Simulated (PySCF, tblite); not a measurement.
**CH12GeN2OSi2, a small molecule taken as a stand-in for a surface group: NMR shifts, core binding energies and electronic excitations**

Aim: the NMR shifts, core binding energies and electronic excitations of `[CH3][Ge]([OH])([NH][SiH3])[NH][SiH3]`.

Programs: tblite 0.8.0 and PySCF 2.14.0. All values are calculated, for the isolated system unless a continuum is named. Atoms count from 0, parts from 1.

### Step 1. Starting point

19 atoms, charge 0, multiplicity 1; geometry: distance geometry start.

### Step 2. Geometry optimisation with GFN2-xTB

What the job is given:

```
{"job": {"kind": "relax", "xc": "GFN2-xTB", "basis": "xTB"}, "charge": 0, "multiplicity": 1}
Ge     0.849082     0.639028     0.426710
C      0.932648    -0.312862     2.112577
N     -0.894751     0.454868    -0.327085
Si    -1.069259     1.054978    -2.043518
N      2.155619    -0.036595    -0.764947
Si     2.585907    -1.800972    -0.525887
O      1.206956     2.461672     0.755359
H      0.180223    -1.058576     2.122750
H      0.769372     0.348054     2.897985
H      1.860705    -0.758412     2.206688
H     -1.396527    -0.377475    -0.073815
H     -0.626632     0.023381    -2.916817
H     -0.295310     2.220824    -2.202793
H     -2.427115     1.339310    -2.279791
H      2.902850     0.589623    -0.989904
H      2.714555    -2.047446     0.870550
H      1.605786    -2.628174    -1.093383
H      3.874861    -2.040959    -1.147595
H      1.215122     3.145831     0.075225
```

Level: GFN2-xTB geometry optimisation, gas phase.

Command:

```sh
$ OMP_NUM_THREADS=1 python cluster_run.py task.json out
```

The driver reads the jobs from task.json and runs them one after another.

**Question.** The jobs that follow are: PBE0-D3(BJ)/def2-SVP geometry optimisation, gas phase; GIAO PBE0/pcSseg-1 NMR shielding, non-relativistic, gas phase; delta-SCF UKS SCAN, pcX-2 on the ionised atom, pcseg-1 elsewhere, spin-free X2C; TDDFT CAM-B3LYP/def2-SVPD, vertical, gas phase, core orbitals frozen in the response. Predict: point group; rotational constants (main isotopes); $^{13}$C shifts against TMS (PBE0/pcSseg-1); $^{1}$H shifts against TMS (PBE0/pcSseg-1); $^{73}$Ge shifts against GeMe4 (PBE0/pcSseg-1); $^{15}$N shifts against NH3 (PBE0/pcSseg-1); $^{29}$Si shifts against TMS (PBE0/pcSseg-1); $^{17}$O shifts against H2O (PBE0/pcSseg-1); surface potential, 1st and 99th percentile; N1s binding energies, SCAN/pcX-2; C1s binding energies, SCAN/pcX-2; Si2p binding energies, SCAN/pcX-2 (standing for 1 of 2 atoms); O1s binding energies, SCAN/pcX-2; lowest singlet (CAM-B3LYP/def2-SVPD); brightest single state of those computed; lowest triplet; vertical ionisation energy (ΔSCF).

The runs gave:

```
                                                     quantity                                                                        value
                                                  point group                                                                           C1
                         rotational constants (main isotopes)                                                         1.25, 1.14, 0.75 GHz
                  $^{13}$C shifts against TMS (PBE0/pcSseg-1)                                                                     -1.0 ppm
                   $^{1}$H shifts against TMS (PBE0/pcSseg-1)  4.83, 4.79, 4.69, 4.67, 4.65, 4.57, 0.72, 0.54, 0.44, 0.33, 0.07, -0.43 ppm
               $^{73}$Ge shifts against GeMe4 (PBE0/pcSseg-1)                                                                       74 ppm
                  $^{15}$N shifts against NH3 (PBE0/pcSseg-1)                                                               22.7, 17.3 ppm
                 $^{29}$Si shifts against TMS (PBE0/pcSseg-1)                                                             -54.5, -56.3 ppm
                  $^{17}$O shifts against H2O (PBE0/pcSseg-1)                                                                     57.1 ppm
                        surface potential, 1st and 99th percentile                                                           -1.53 V and 1.75 V
                             N1s binding energies, SCAN/pcX-2                                                      N2 403.86, N4 403.86 eV
                             C1s binding energies, SCAN/pcX-2                                                                 C1 290.45 eV
Si2p binding energies, SCAN/pcX-2 (standing for 1 of 2 atoms)                                                                Si3 106.98 eV
                             O1s binding energies, SCAN/pcX-2                                                                 O6 537.66 eV
                         lowest singlet (CAM-B3LYP/def2-SVPD)                                                  6.27 eV (198 nm), f = 0.031
                     brightest single state of those computed                                                  state 4, 7.42 eV, f = 0.034
                                               lowest triplet                                                                      5.93 eV
                            vertical ionisation energy (ΔSCF)                                                                      9.27 eV
```

What this shows: Relaxing lowered the energy by 0.360 eV in 21 steps; the close pair that moved most is Ge0–N2, from 1.875 to 1.825 Å (PBE0/def2-SVP). The N1s levels computed lie within 0.00 eV of one another, too close to rank. The first singlet state (HOMO→LUMO 0.78) lies at 6.27 eV and is weak; of the 6 states computed, the strongest absorption comes from state 4 at 7.42 eV. The lowest triplet lies 0.34 eV below the lowest singlet (triplets in Tamm-Dancoff, singlets in full TDDFT). The orbital energy would give 8.69 eV for ionisation, ΔSCF gives 9.27 eV. Spin-orbit coupling is left out, which matters for shieldings and couplings at and beside the heavy atoms. A capped cluster stands for the solid here, so long-range fields and strain are missing, and bands or shifts of the capping hydrogens have no counterpart in it.
